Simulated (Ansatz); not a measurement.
**Alloy of ZnO and MgO (42 of 48 Zn sites exchanged), 96 atoms**

Aim: relax the alloy cell and compare the gap by PBEsol.

Program: Ansatz 0.2.0, PAW, plane waves. These are calculated values, not measurements.

### Step 1. The starting cell

96 atoms (42 Mg, 6 Zn, 48 O); a = 9.880 Å, b = 11.408 Å, c = 10.095 Å, α = 90.00°, β = 90.00°, γ = 90.00°. All atoms were shaken off their sites by about 0.02 Å along each axis.

Steps to follow: (2) PBEsol cell relaxation at the single k point (¼, ¼, ¼), on 1 × NVIDIA GB200 with 8 threads of Arm Neoverse-V2.

### Step 2. PBEsol relaxation of the cell and the positions

File in.yaml:

```yaml
crystal:
  lattice:
    - [9.879892, 0.000000, 0.000000]
    - [0.000000, 11.408317, 0.000000]
    - [0.000000, 0.000000, 10.095173]
  atoms:
    - { symbol: Mg, position: [0.166637, 0.084644, 0.242815] }
    - { symbol: Mg, position: [0.165781, 0.083640, 0.740329] }
    - { symbol: Mg, position: [0.999177, 0.332795, 0.245612] }
    - { symbol: Mg, position: [0.502725, 0.082277, 0.246854] }
    - { symbol: Mg, position: [0.499884, 0.083148, 0.745257] }
    - { symbol: Mg, position: [0.329546, 0.335470, 0.244775] }
    - { symbol: Mg, position: [0.334091, 0.333819, 0.745274] }
    - { symbol: Mg, position: [0.163205, 0.583973, 0.247060] }
    - { symbol: Mg, position: [0.163855, 0.585591, 0.746541] }
    - { symbol: Mg, position: [0.999253, 0.832804, 0.744939] }
    - { symbol: Mg, position: [0.833512, 0.087345, 0.247244] }
    - { symbol: Mg, position: [0.833979, 0.082926, 0.744480] }
    - { symbol: Mg, position: [0.668511, 0.336772, 0.247444] }
    - { symbol: Mg, position: [0.666221, 0.333727, 0.747941] }
    - { symbol: Mg, position: [0.499736, 0.584330, 0.245363] }
    - { symbol: Mg, position: [0.500340, 0.582526, 0.745724] }
    - { symbol: Mg, position: [0.331146, 0.833393, 0.243560] }
    - { symbol: Mg, position: [0.333675, 0.834775, 0.748009] }
    - { symbol: Mg, position: [0.831550, 0.585360, 0.243467] }
    - { symbol: Mg, position: [0.833138, 0.582856, 0.744559] }
    - { symbol: Mg, position: [0.666415, 0.830351, 0.745057] }
    - { symbol: Mg, position: [0.999806, 0.165180, 0.494298] }
    - { symbol: Mg, position: [0.000652, 0.165965, 0.992709] }
    - { symbol: Mg, position: [0.334505, 0.166640, 0.495159] }
    - { symbol: Mg, position: [0.166488, 0.413553, 0.492346] }
    - { symbol: Mg, position: [0.164678, 0.419056, 0.998448] }
    - { symbol: Mg, position: [0.000671, 0.668492, 0.496332] }
    - { symbol: Mg, position: [0.997967, 0.667014, 0.996193] }
    - { symbol: Mg, position: [0.666582, 0.165346, 0.492263] }
    - { symbol: Mg, position: [0.664417, 0.165665, 0.994454] }
    - { symbol: Mg, position: [0.501733, 0.418111, 0.494327] }
    - { symbol: Mg, position: [0.501732, 0.419066, 0.996184] }
    - { symbol: Mg, position: [0.334418, 0.664533, 0.493512] }
    - { symbol: Mg, position: [0.334577, 0.669333, 0.997386] }
    - { symbol: Mg, position: [0.168441, 0.916161, 0.495294] }
    - { symbol: Mg, position: [0.166452, 0.916867, 0.998410] }
    - { symbol: Mg, position: [0.831767, 0.418976, 0.993492] }
    - { symbol: Mg, position: [0.667132, 0.667263, 0.496434] }
    - { symbol: Mg, position: [0.665728, 0.668929, 0.996701] }
    - { symbol: Mg, position: [0.502414, 0.916724, 0.494877] }
    - { symbol: Mg, position: [0.500630, 0.920692, 0.992346] }
    - { symbol: Mg, position: [0.833425, 0.917623, 0.498088] }
    - { symbol: Zn, position: [0.000182, 0.331580, 0.744797] }
    - { symbol: Zn, position: [0.004094, 0.832881, 0.247861] }
    - { symbol: Zn, position: [0.666311, 0.833720, 0.247741] }
    - { symbol: Zn, position: [0.332561, 0.166122, 0.992838] }
    - { symbol: Zn, position: [0.834908, 0.417165, 0.494891] }
    - { symbol: Zn, position: [0.834887, 0.916990, 0.994452] }
    - { symbol: O, position: [0.998798, 0.168257, 0.193173] }
    - { symbol: O, position: [0.999620, 0.167594, 0.688647] }
    - { symbol: O, position: [0.334537, 0.166192, 0.190185] }
    - { symbol: O, position: [0.336463, 0.166427, 0.692472] }
    - { symbol: O, position: [0.167413, 0.415473, 0.193482] }
    - { symbol: O, position: [0.165818, 0.415109, 0.690280] }
    - { symbol: O, position: [0.998033, 0.666358, 0.190803] }
    - { symbol: O, position: [0.999748, 0.666465, 0.692617] }
    - { symbol: O, position: [0.666555, 0.167863, 0.194171] }
    - { symbol: O, position: [0.668049, 0.166306, 0.692021] }
    - { symbol: O, position: [0.498635, 0.417847, 0.192706] }
    - { symbol: O, position: [0.503920, 0.415173, 0.692154] }
    - { symbol: O, position: [0.334533, 0.667000, 0.194702] }
    - { symbol: O, position: [0.336656, 0.664088, 0.693574] }
    - { symbol: O, position: [0.167256, 0.918236, 0.192309] }
    - { symbol: O, position: [0.168350, 0.918226, 0.693675] }
    - { symbol: O, position: [0.831722, 0.417954, 0.195195] }
    - { symbol: O, position: [0.830574, 0.414195, 0.690264] }
    - { symbol: O, position: [0.666662, 0.666553, 0.192889] }
    - { symbol: O, position: [0.667066, 0.664151, 0.692549] }
    - { symbol: O, position: [0.500146, 0.912913, 0.194015] }
    - { symbol: O, position: [0.499960, 0.917037, 0.690774] }
    - { symbol: O, position: [0.837605, 0.916322, 0.194926] }
    - { symbol: O, position: [0.837308, 0.916909, 0.690021] }
    - { symbol: O, position: [0.164879, 0.081227, 0.445293] }
    - { symbol: O, position: [0.168426, 0.085176, 0.943081] }
    - { symbol: O, position: [0.001525, 0.333450, 0.445268] }
    - { symbol: O, position: [0.002519, 0.334440, 0.944614] }
    - { symbol: O, position: [0.500264, 0.084942, 0.443039] }
    - { symbol: O, position: [0.499675, 0.083345, 0.940383] }
    - { symbol: O, position: [0.334585, 0.333165, 0.443821] }
    - { symbol: O, position: [0.332561, 0.334389, 0.944894] }
    - { symbol: O, position: [0.165481, 0.582108, 0.442597] }
    - { symbol: O, position: [0.168333, 0.581127, 0.941546] }
    - { symbol: O, position: [0.001659, 0.836542, 0.441885] }
    - { symbol: O, position: [0.998867, 0.834510, 0.945455] }
    - { symbol: O, position: [0.831382, 0.083558, 0.443509] }
    - { symbol: O, position: [0.833638, 0.083198, 0.938302] }
    - { symbol: O, position: [0.669602, 0.333453, 0.443508] }
    - { symbol: O, position: [0.668402, 0.333881, 0.940226] }
    - { symbol: O, position: [0.503403, 0.583782, 0.438224] }
    - { symbol: O, position: [0.498957, 0.582487, 0.940336] }
    - { symbol: O, position: [0.331353, 0.833445, 0.439694] }
    - { symbol: O, position: [0.334137, 0.829971, 0.942760] }
    - { symbol: O, position: [0.832114, 0.580987, 0.443054] }
    - { symbol: O, position: [0.831791, 0.586051, 0.944390] }
    - { symbol: O, position: [0.668609, 0.833840, 0.441661] }
    - { symbol: O, position: [0.668725, 0.832555, 0.944096] }
  symmetry: { detect: false }
kpoints:
  mp_grid: { grid: [1, 1, 1], shift: [0.25, 0.25, 0.25] }
hamiltonian:
  xc: pbesol
scf:
  occupations: { method: fermi_dirac, width: 0.01 }
relax:
  f_tol: 0.03
  max_steps: 80
  escape_saddle: false
  adjacent_minimum: "off"
  cell: { fix: [alpha, beta, gamma] }
output:
  forces: true
  eigenvalues: true
  populations: true
```

Run with:

```
> ansatz run in.yaml --threads 8 --pin off --max-ram 118750MiB --runs-dir r --events-out ev --progress --plain --backend cuda --devices 0, --max-vram 170GiB
```

What does the calculation give? Wanted: for each run, top filled to lowest empty.

**Answer**, as computed:

```
             level         time  top filled to lowest empty (eV)
PBEsol, relaxation  7.4 s (GPU)                             3.59
```

```
     quantity                                                                        value
   relaxation                                             8 recorded steps, 0.68 eV gained
largest shift                                                0.07 Å (O65 and others alike)
 relaxed cell  a = 9.860 Å, b = 11.382 Å, c = 10.146 Å, α = 90.00°, β = 90.00°, γ = 90.00°
   mean bonds                                                     Mg–O 1.978, O–Zn 1.984 Å
```

**What this shows.** The relaxation lowers the energy by 0.68 eV; the largest shift is 0.07 Å (O65 and others alike), while the volume changes by +0.1 %. The mean lengths differ by only 0.01 Å, over all coordinations together. With one k point the spacing samples only the states that fold onto it, so it can exceed the gap over the zone.
